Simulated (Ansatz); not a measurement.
# BClFH3O: the cost of one run

Program: Ansatz 0.2.0. Level of theory: RKS PBE0/def2-SVP. These are calculated values, not measurements.

## (1) The starting structure

Bond lengths: B1–F2 1.670 Å, B1–Cl3 1.860 Å, B1–H4 1.190 Å, B1–O5 1.710 Å, O5–H6 1.010 Å, F2–H7 1.041 Å, O5–H7 1.132 Å. Angles: B1–F2–H7 80.7°, F2–B1–Cl3 120.0°, F2–B1–H4 120.0°, F2–B1–O5 71.6°, Cl3–B1–H4 120.0°, Cl3–B1–O5 88.5°, H4–B1–O5 110.0°, B1–O5–H6 109.5°, B1–O5–H7 76.7°, H6–O5–H7 60.4°, F2–H7–O5 131.0°.

Coordinates:

```xyz
7

B     0.0000    0.0000    0.0000
F     0.0000    0.0000    1.6700
Cl    1.6108    0.0000   -0.9300
H    -1.0305    0.0000   -0.5950
O     0.3647    1.5813    0.5392
H     1.1213    1.5436    1.2072
H     0.2309    1.0013    1.5024
```

## (2) Pulling towards end A

Springs on the bonds that form and break draw the guess towards this end; the thresholds are loose.

Contents of input.yaml:

```yaml
crystal:
  periodic: [false, false, false]
  atoms:
    - { symbol: B, position_ang: [0.0, 0.0, 0.0] }
    - { symbol: F, position_ang: [0.0, 0.0, 1.67] }
    - { symbol: Cl, position_ang: [1.6108, 0.0, -0.93] }
    - { symbol: H, position_ang: [-1.0305, 0.0, -0.595] }
    - { symbol: O, position_ang: [0.3647, 1.5813, 0.5392] }
    - { symbol: H, position_ang: [1.1213, 1.5436, 1.2072] }
    - { symbol: H, position_ang: [0.2309, 1.0013, 1.5024] }
basis:
  gaussian: { orbitals: def2-SVP }
hamiltonian:
  xc: pbe0
relax:
  f_tol: 0.15
  max_steps: 25
  restrain:
    - { distance: [0, 4], at: 2.61, k: 30.0 }
    - { distance: [6, 1], at: 2.12, k: 30.0 }
    - { distance: [0, 1], at: 1.32, k: 30.0 }
    - { distance: [6, 4], at: 1.01, k: 30.0 }
```

Command:

```sh
ansatz run input.yaml --threads 1 --pin off --max-ram 2048MiB --backend cpu --events-out ev --progress --plain --runs-dir out
```

**Question.** How long does this run take on 1 thread of Intel Xeon Platinum 8259CL at 2.50GHz (Skylake/Cascade Lake), shared host, and how much memory does it need?

About 35 s, with a peak of 0.18 GiB.
